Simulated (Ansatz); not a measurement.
# BH5SiZn: a ladder of functionals and wavefunction methods

Aim: compute BH5SiZn with functionals from several rungs and with coupled cluster, and see how far each lands from CCSD(T) at the basis-set limit for the atomisation energy.

Method: functionals in def2-TZVPP, the program's frozen cores in correlated methods; program: Ansatz 0.2.0, Gaussian basis.

Plan: LDA (SPW92), PBE-D4, revPBE-D4, BLYP-D4, r2SCAN-D4, B97M-V, PBE0-D4, B3LYP-D4, r2SCANh-D4, r2SCAN0-D4, HSE06-D4, BHLYP-D4, CAM-B3LYP-D4, LC-ωPBE, ωB97X-V, ωB97M-V, B2PLYP, PBE-QIDH; CCSD(T)/def2-SVP; CCSD(T)/def2-TZVPP; MP2/def2-QZVPP; extrapolation to the limit; RPA on PBE.

## 1. The relaxed structure

An earlier PBE0-D4 in a triple-zeta def2 set relaxation fixed the geometry.

SMILES `[BH2][Zn][SiH3]`, 8 atoms, charge 0, spin multiplicity 1.

Atoms are counted from 1 here; the program's logs count them from 0.

Bond lengths: B1–Zn2 2.090 Å, B1–H4 1.200 Å, B1–H5 1.200 Å, Zn2–Si3 2.396 Å, Si3–H6 1.494 Å, Si3–H7 1.494 Å, Si3–H8 1.494 Å. Angles: Zn2–B1–H4 122.6°, Zn2–B1–H5 122.6°, H4–B1–H5 114.8°, B1–Zn2–Si3 179.9°, Zn2–Si3–H6 112.4°, Zn2–Si3–H7 112.5°, Zn2–Si3–H8 112.5°, H6–Si3–H7 106.3°, H6–Si3–H8 106.3°, H7–Si3–H8 106.3°.

## 2. LDA

This LDA is Slater exchange with PW92 correlation.

Input file in.yaml:

```yaml
crystal:
  periodic: [false, false, false]
  atoms:
    - {symbol: B, position_ang: [-1.373449, 1.326792, -1.692008]}
    - {symbol: Zn, position_ang: [-0.239381, 0.235492, -0.316112]}
    - {symbol: Si, position_ang: [1.056961, -1.014379, 1.263950]}
    - {symbol: H, position_ang: [-1.852058, 0.830447, -2.674181]}
    - {symbol: H, position_ang: [-1.597287, 2.498456, -1.560879]}
    - {symbol: H, position_ang: [0.572961, -0.834915, 2.665558]}
    - {symbol: H, position_ang: [1.027809, -2.483090, 0.994423]}
    - {symbol: H, position_ang: [2.496544, -0.615902, 1.263450]}
basis:
  gaussian: {orbitals: def2-TZVPP}
hamiltonian: {xc: lda}
output: {orbitals: {seedname: orbitals}}
```

The run is started by

```bash
$ ansatz run in.yaml --threads 2 --pin off --events-out ev --progress --plain --max-ram 4352MiB
```

The runs that follow: PBE-D4 (GGA); revPBE-D4 (GGA); BLYP-D4 (GGA); r2SCAN-D4 (meta-GGA); B97M-V (meta-GGA); PBE0-D4 (hybrid); B3LYP-D4 (hybrid); r2SCANh-D4 (hybrid); r2SCAN0-D4 (hybrid); HSE06-D4 (hybrid); BHLYP-D4 (hybrid); CAM-B3LYP-D4 (range-separated); LC-ωPBE (range-separated); ωB97X-V (range-separated); ωB97M-V (range-separated); B2PLYP (double hybrid); PBE-QIDH (double hybrid); CCSD(T) in def2-SVP; CCSD(T) in def2-TZVPP; MP2 in def2-QZVPP; RPA on PBE orbitals.

**Question.** What will the summary of the whole plan be? Wanted: atomisation energy, CCSD(T)/CBS; farthest beyond LDA; mean size of error, GGA; mean size of error, meta-GGA; mean size of error, hybrid; mean size of error, range-separated; mean size of error, double hybrid; gap, smallest and largest; T1 diagnostic.

**Answer**, as computed:

| quantity | value |
| --- | --- |
| atomisation energy, CCSD(T)/CBS | 483.7 kcal/mol |
| functionals within 2.4 kcal/mol (0.5 %) | PBE-D4, PBE0-D4, B3LYP-D4, HSE06-D4, BHLYP-D4, PBE-QIDH |
| farthest beyond LDA | revPBE-D4 (-9.7 kcal/mol) |
| mean size of error, GGA | 6.3 kcal/mol |
| mean size of error, meta-GGA | 5.9 kcal/mol |
| mean size of error, hybrid | 2.3 kcal/mol |
| mean size of error, range-separated | 5.8 kcal/mol |
| mean size of error, double hybrid | 2.6 kcal/mol |
| gap, smallest and largest | 1.94 eV (LDA (SPW92)), 8.83 eV (LC-ωPBE) |
| T1 diagnostic | 0.0138 |
| triples share of the correlation energy | 3.1 % |

What this shows: LDA overbinds by 53.5 kcal/mol (11 %). PBE-D4 misses by -2.0 kcal/mol. Double hybrids carry the basis error of their MP2 part in triple zeta, and no dispersion term here, so their miss is partly the set-up's. Taken by rung, hybrid functionals do best (2.3 kcal/mol on average) and GGA ones worst beyond LDA (6.3 kcal/mol). The gap between the best rungs is small, so their order is not settled. The reference freezes the cores and leaves out relativity and excitations past (T), so misses under about 2.4 kcal/mol can't be ranked. Hartree-Fock recovers 78 % of the binding; the rest is correlation. CCSD(T) in def2-SVP is off by -25.2 kcal/mol, which most functionals beat. The gap grows from 1.9 to 8.8 eV across the functionals, mostly with the share of exact exchange. For Zn the d shell is correlated and the shells below it are frozen.
